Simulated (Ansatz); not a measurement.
**GdCd (CsCl type): how the settings move a single-point run**

Aim: see which settings change the result for GdCd (CsCl type), by how much, and at what cost.

Program: Ansatz 0.2.0. Level of theory: reference: DFT PBEsol, scalar-relativistic, plane waves, PAW, unless a step's input says otherwise. These are calculated values, not measurements.

2 further runs of the same task are left out: 1 that didn't finish, 1 set aside as unsound or not needed.

## 1. The starting structure

The structure is cubic, space group Pm-3m (No. 221). Conventional cell: a = 3.715 Å, b = 3.715 Å, c = 3.715 Å, α = 90.00°, β = 90.00°, γ = 90.00°. Around Gd (site symmetry m-3m) lie 8 Cd at 3.22 Å. Around Cd (site symmetry m-3m) lie 8 Gd at 3.22 Å.

Coordinates:

```
Gd Cd
1.0
     3.71526    0.00000    0.00000
     0.00000    3.71526    0.00000
     0.00000    0.00000    3.71526
Gd Cd
1 1
Direct
  0.00000 0.00000 0.00000
  0.50000 0.50000 0.50000
```

## 2. Reference

input.yaml

```yaml
crystal:
  lattice:
    - [3.7152589112, 0.0, 0.0]
    - [0.0, 3.7152589112, 0.0]
    - [0.0, 0.0, 3.7152589112]
  atoms:
    - { symbol: Gd, position: [0.0, 0.0, 0.0], spin: 7.85 }
    - { symbol: Cd, position: [0.5, 0.5, 0.5] }
basis:
  ecutwfc: 420
  ecutrho_ratio: 4
kpoints:
  mp_grid: { grid: [8, 8, 8] }
hamiltonian:
  xc: pbesol
scf:
  occupations: { method: gaussian, width: 0.05 }
output:
  forces: true
  stress: true
  eigenvalues: true
  populations: true
magnetization:
  spin_polarized: true
```

Command:

```console
$ ansatz run input.yaml --threads 4 --pin off --max-ram 4096MiB --backend cpu --events-out ev --progress --plain --runs-dir out
```

## 3. Changed: mp_grid.shift [0.5, 0.5, 0.5], dispersion d3bjatm, mixing.algorithm broyden, mixing.beta 0.7, mixing.ndim 8

input.yaml

```yaml
crystal:
  lattice:
    - [3.7152589112, 0.0, 0.0]
    - [0.0, 3.7152589112, 0.0]
    - [0.0, 0.0, 3.7152589112]
  atoms:
    - { symbol: Gd, position: [0.0, 0.0, 0.0], spin: 7.0 }
    - { symbol: Cd, position: [0.5, 0.5, 0.5] }
basis:
  ecutwfc: 420
  ecutrho_ratio: 4
kpoints:
  mp_grid: { grid: [8, 8, 8], shift: [0.5, 0.5, 0.5] }
hamiltonian:
  xc: pbesol
  dispersion: d3bjatm
scf:
  occupations: { method: gaussian, width: 0.05 }
  mixing: { algorithm: broyden, beta: 0.7, ndim: 8 }
output:
  forces: true
  stress: true
magnetization:
  spin_polarized: true
```

## 4. Changing settings: symmetry.detect false, occupations.width 0.2

input.yaml

```yaml
crystal:
  lattice:
    - [3.7152589112, 0.0, 0.0]
    - [0.0, 3.7152589112, 0.0]
    - [0.0, 0.0, 3.7152589112]
  atoms:
    - { symbol: Gd, position: [0.0, 0.0, 0.0], spin: 7.0 }
    - { symbol: Cd, position: [0.5, 0.5, 0.5] }
  symmetry: { detect: false }
basis:
  ecutwfc: 420
  ecutrho_ratio: 4
kpoints:
  mp_grid: { grid: [8, 8, 8] }
hamiltonian:
  xc: pbesol
scf:
  occupations: { method: gaussian, width: 0.2 }
output:
  forces: true
  stress: true
magnetization:
  spin_polarized: true
```

## 5. Variant: xc_grid 3, xc lda

input.yaml

```yaml
crystal:
  lattice:
    - [3.7152589112, 0.0, 0.0]
    - [0.0, 3.7152589112, 0.0]
    - [0.0, 0.0, 3.7152589112]
  atoms:
    - { symbol: Gd, position: [0.0, 0.0, 0.0], spin: 7.0 }
    - { symbol: Cd, position: [0.5, 0.5, 0.5] }
basis:
  ecutwfc: 420
  ecutrho_ratio: 4
  xc_grid: 3
kpoints:
  mp_grid: { grid: [8, 8, 8] }
hamiltonian:
  xc: lda
scf:
  occupations: { method: gaussian, width: 0.05 }
output:
  forces: true
  stress: true
magnetization:
  spin_polarized: true
```

## 6. A run with other settings

input.yaml: that of step 2 with these lines changed.

```diff
@@ -6,3 +6,3 @@
   atoms:
-    - { symbol: Gd, position: [0.0, 0.0, 0.0], spin: 7.85 }
+    - { symbol: Gd, position: [0.0, 0.0, 0.0], spin: 7.0 }
     - { symbol: Cd, position: [0.5, 0.5, 0.5] }
@@ -15,2 +15,3 @@
   xc: pbesol
+  pseudopotentials: { kind: nc }
 scf:
@@ -20,4 +21,2 @@
   stress: true
-  eigenvalues: true
-  populations: true
 magnetization:
```

## 8. Changing settings: ecutwfc 800 eV

input.yaml: that of step 2 with these lines changed.

```diff
@@ -6,6 +6,6 @@
   atoms:
-    - { symbol: Gd, position: [0.0, 0.0, 0.0], spin: 7.85 }
+    - { symbol: Gd, position: [0.0, 0.0, 0.0], spin: 7.0 }
     - { symbol: Cd, position: [0.5, 0.5, 0.5] }
 basis:
-  ecutwfc: 420
+  ecutwfc: "800 eV"
   ecutrho_ratio: 4
@@ -20,4 +20,6 @@
   stress: true
-  eigenvalues: true
-  populations: true
+  write_density: true
+  write_potential: true
+  elf: true
+  volumetric_format: npy
 magnetization:
```

(Steps that only read results are left out.)

Before running it: what results should come out? Wanted: for each run, ending; energy change; pressure; gap; abs. moment; force.

**Answer**, as computed:

| run | ending | energy change | pressure (GPa) | gap (eV) | abs. moment (μB) | force (eV/Å) | cycles | time |
| --- | --- | --- | --- | --- | --- | --- | --- | --- |
| reference | converged | 0 | 0.0 | 0.00 | 7.46 | 0.00 | 10 | 5.1 s |
| 1: mp_grid.shift [0.5, 0.5, 0.5], dispersion d3bjatm, mixing.algorithm broyden, mixing.beta 0.7, mixing.ndim 8 | converged | -459.6 meV/atom (offset of the dispersion model) | -3.0 | 0.00 | 7.52 | 0.00 | 12 | 3.2 s |
| 2: symmetry.detect false, occupations.width 0.2 | converged | 0.0 meV/atom (σ→0) | 0.0 | 0.00 | 7.48 | 0.00 | 11 | 46 s |
| 3: xc_grid 3, xc lda | converged | not comparable | -2.4 | 0.00 | 7.41 | 0.00 | 10 | 4.4 s |
| 4: pseudopotentials.kind nc | refused | - | - | - | - | - | - | 0.03 s |
| 5: ecutwfc 800 eV | converged | -1.7 meV/atom | 0.0 | 0.00 | 7.46 | 0.00 | 10 | 11 s |

Times don't compare one to one where runs were asked for different outputs or read a saved state (see the inputs); cycles may leave out searches for a lower state.

Residual by cycle in the longest SCF loop of each run; runs are numbered as in the table. The quantity is the density residual dr2, in eV.

| cycle | reference | run 1 | run 2 | run 3 | run 5 |
| --- | --- | --- | --- | --- | --- |
| 1 | 1.01 | 1.01 | 0.999 | 1.03 | 1 |
| 2 | 0.441 | 0.134 | 0.434 | 0.427 | 0.44 |
| 3 | 0.0339 | 0.0422 | 0.0309 | 0.0302 | 0.0319 |
| 4 | 0.0219 | 0.0196 | 0.0295 | 0.036 | 0.0234 |
| 5 | 0.00197 | 0.0151 | 0.00245 | 0.00301 | 0.00197 |
| 6 | 9.0e-5 | 1.7e-4 | 1.4e-4 | 1.3e-4 | 1.1e-4 |
| 7 | 1.2e-5 | 2.9e-4 | 2.9e-5 | 1.7e-5 | 1.2e-5 |
| 8 | 9.3e-7 | 2.1e-5 | 2.4e-6 | 1.4e-6 | 1.1e-6 |
| 9 | 6.0e-8 | 1.9e-6 | 1.5e-7 | 5.9e-8 | 7.2e-8 |
| 10 | 7.3e-9 | 1.0e-8 | 7.3e-9 | 1.4e-8 | 3.6e-8 |
| 11 | - | 1.5e-8 | 1.6e-9 | - | - |
| 12 | - | 7.2e-11 | - | - | - |

What this shows: 1 of the 5 altered inputs did not end normally.
